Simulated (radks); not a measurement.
# Lu³⁺ in [Xe] 4f14: an all-electron calculation

What are the levels of the lutetium ion Lu3+, how large are its shells, and how does its energy divide?

Program: radks (a radial shooting solver on a logarithmic mesh, Libxc functionals) version 1. Level of theory: Dirac Kohn-Sham, PBEsol, spin-unpolarised, spherical densities, finite nucleus. These are calculated values, not measurements, unless marked.

## Step 1: The atom as given

| Item | Value |
| --- | --- |
| element | lutetium (Z = 71) |
| charge | +3 |
| electrons | 68 |
| configuration | [Xe] 4f14 |
| nuclear rms radius | 5.37 fm |

Outer shells as boxes (Hund's rule):

Lu³⁺
```
[Xe] core
4f [↑↓][↑↓][↑↓][↑↓][↑↓][↑↓][↑↓]
```

## Step 2: Self-consistent calculation

The run's settings:

```text
Z 71
configuration [Xe] 4f14 6s0 5d0 6p0 5f0
relativity Dirac
functional pbe_sol,pbe_sol
spin unpolarised
j_filling energy
nucleus finite rms 5.37 fm
c 137.035999084
```

Run with:

```console
$ python run_ks.py task.json out
```

All runs below come from this command, one after another.

What does the calculation give?

The runs gave:

```
                        quantity                   value
                    total energy     -14573.2377 hartree
exchange-correlation share of it                  2.04 %
                            −T/E                  1.1142
          highest occupied level       4f7/2, -35.521 eV
    most extended occupied level  5p3/2, <r> = 1.40 bohr
 radius at density 0.001 e/bohr³               3.06 bohr
    maxima of the radial density                       4
         ionisation energy, NIST    45.25 (semi-emp.) eV
```

**Reading.** The radial density shows 4 maxima for 5 occupied principal shells; where shells overlap, one shows as a shoulder or not at all. Relativity lifts −T/E to 1.114. The top level binds by 35.521 eV, 79 % of the NIST ionisation energy of 45.25 eV; the potential of a semilocal functional falls off too fast, so its top eigenvalue is too shallow. 
